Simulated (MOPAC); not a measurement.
**GeH3O3 (SMILES [OH][Ge]([OH])[OH]): PM6-DH2**

Aim: a structure relaxation of GeH3O3. 

Program for the calculation: MOPAC 23.2.5.

11 further runs of the same task are left out: 11 set aside as unsound or not needed.

## (1) Starting point

GeH3O3: 7 atoms, total charge 0, spin state doublet. SMILES: `[OH][Ge]([OH])[OH]`. All atoms were displaced at random from a relaxed shape. The run starts from this shape.

Bond lengths: O1–Ge2 1.766 Å, Ge2–O3 1.790 Å, Ge2–O4 1.770 Å, O1–H5 0.956 Å, O3–H6 0.950 Å, O4–H7 0.988 Å. Angles: O1–Ge2–O3 107.2°, O1–Ge2–O4 107.1°, O3–Ge2–O4 106.6°, Ge2–O1–H5 114.2°, Ge2–O3–H6 111.0°, Ge2–O4–H7 112.7°.

## (2) A geometry optimisation at PM6-DH2

geh3o3.mop

```
pm6-dh2 disp precise uhf gnorm=0.02 cycles=300 gradients aux(precision=6) t=10m threads=1
PM6-DH2 optimise
[OH][Ge]([OH])[OH]
O     -1.367490     0.805028    -0.372986
Ge     0.331138     0.361039    -0.180356
O      0.594654     0.019655     1.557337
O      0.569368    -1.168038    -1.039137
H     -1.674626     1.461965     0.249819
H      1.412378    -0.444804     1.693418
H      0.222680    -1.143927    -1.963683
```

On the command line:

```console
$ mopac geh3o3.mop
```

What values should one expect? Wanted: total energy at the end; dipole moment; HOMO energy; LUMO energy; dispersion energy; heat of formation; ⟨S²⟩.

**Answer.** As computed:

Level: PM6-DH2.

| quantity | value |
| --- | --- |
| total energy at the end | -36.62363 Eh |
| dipole moment | 0.66 D |
| HOMO energy (over α and β) | -8.51 eV |
| LUMO energy (over α and β) | -1.69 eV |
| dispersion energy | -1.27 kJ/mol |
| heat of formation | -147.4 kcal/mol |
| ⟨S²⟩ | 0.767 |

In words: At the final geometry: Bond lengths: O1–Ge2 1.754 Å, Ge2–O3 1.754 Å, Ge2–O4 1.754 Å, O1–H5 0.932 Å, O3–H6 0.932 Å, O4–H7 0.932 Å. Angles: O1–Ge2–O3 111.1°, O1–Ge2–O4 111.2°, O3–Ge2–O4 111.2°, Ge2–O1–H5 130.1°, Ge2–O3–H6 130.2°, Ge2–O4–H7 130.1°. The optimisation took 38 steps and changed the energy by -0.345 eV.
